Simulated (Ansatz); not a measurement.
**C2H8BNO: small, medium and large basis sets**

One table from this session's results is given with a row withheld; the runs are named, their logs left out.

Program: Ansatz 0.2.0, Gaussian basis. Level of theory: one geometry, several basis sets. These are calculated values, not measurements.

Levels to be run: PBE0-D4/def2-SVP; ωB97M-V/def2-SVP; PBE0-D4/def2-QZVPP; ωB97M-V/def2-QZVPP; the functionals' def2-TZVPP values are taken from earlier runs.

**The relaxed structure**

An earlier PBE0-D4 in a triple-zeta def2 set relaxation fixed the geometry.

SMILES `COB(C)N`, 13 atoms, charge 0, spin multiplicity 1.

Atoms are counted from 1 here; the program's logs count them from 0.

Bond lengths: C1–O2 1.403 Å, C1–H6 1.096 Å, C1–H7 1.096 Å, C1–H8 1.091 Å, O2–B3 1.375 Å, B3–C4 1.577 Å, B3–N5 1.405 Å, C4–H9 1.092 Å, C4–H10 1.095 Å, C4–H11 1.095 Å, N5–H12 1.002 Å, N5–H13 1.005 Å. Angles: O2–C1–H6 111.9°, O2–C1–H7 111.9°, O2–C1–H8 108.0°, H6–C1–H7 108.3°, H6–C1–H8 108.4°, H7–C1–H8 108.4°, C1–O2–B3 121.5°, O2–B3–C4 122.6°, O2–B3–N5 115.7°, C4–B3–N5 121.7°, B3–C4–H9 112.8°, B3–C4–H10 111.2°, B3–C4–H11 111.2°, H9–C4–H10 107.5°, H9–C4–H11 107.5°, H10–C4–H11 106.1°, B3–N5–H12 123.1°, B3–N5–H13 122.2° and more.

Set-up of the first run:

Input file in.yaml:

```yaml
crystal:
  periodic: [false, false, false]
  atoms:
    - {symbol: C, position_ang: [-1.624551, 0.183947, 0.962544]}
    - {symbol: O, position_ang: [-0.790384, 0.890942, 0.082808]}
    - {symbol: B, position_ang: [0.372198, 0.340556, -0.404071]}
    - {symbol: C, position_ang: [0.853298, -1.110064, -0.015661]}
    - {symbol: N, position_ang: [1.113104, 1.156093, -1.276485]}
    - {symbol: H, position_ang: [-2.005011, -0.738904, 0.511151]}
    - {symbol: H, position_ang: [-1.109371, -0.075113, 1.894018]}
    - {symbol: H, position_ang: [-2.474732, 0.822956, 1.206446]}
    - {symbol: H, position_ang: [1.795310, -1.385657, -0.493736]}
    - {symbol: H, position_ang: [0.108944, -1.863013, -0.294661]}
    - {symbol: H, position_ang: [0.992086, -1.205523, 1.066261]}
    - {symbol: H, position_ang: [1.976415, 0.867094, -1.695927]}
    - {symbol: H, position_ang: [0.813093, 2.081886, -1.527885]}
basis:
  gaussian: {orbitals: def2-SVP}
hamiltonian: {xc: pbe0, dispersion: d4}
output: {orbitals: {seedname: orbitals}}
```

Command:

```bash
> ansatz run in.yaml --threads 4 --pin off --events-out ev --progress --plain --max-ram 10444MiB
```

Among the steps run: PBE0-D4 in def2-SVP; ωB97M-V in def2-SVP; PBE0-D4 in def2-QZVPP; ωB97M-V in def2-QZVPP.

One table of the session follows, with a row left open; its other results are not shown here.

It belongs to the step «Density functionals: the series». 

```
functional       basis  HOMO (eV)  LUMO (eV)
   PBE0-D4    def2-SVP      -7.06       1.82
   PBE0-D4  def2-TZVPP          ?          ?
   PBE0-D4  def2-QZVPP      -7.33       0.59
   ωB97M-V    def2-SVP      -9.44       3.42
   ωB97M-V  def2-TZVPP      -9.67       2.20
   ωB97M-V  def2-QZVPP      -9.70       1.67
```

Estimate the missing values for PBE0-D4, def2-TZVPP.

The run gave: HOMO (eV): -7.29; LUMO (eV): 0.94. In the column «HOMO (eV)» it lies between PBE0-D4, def2-QZVPP (-7.33) and PBE0-D4, def2-SVP (-7.06).
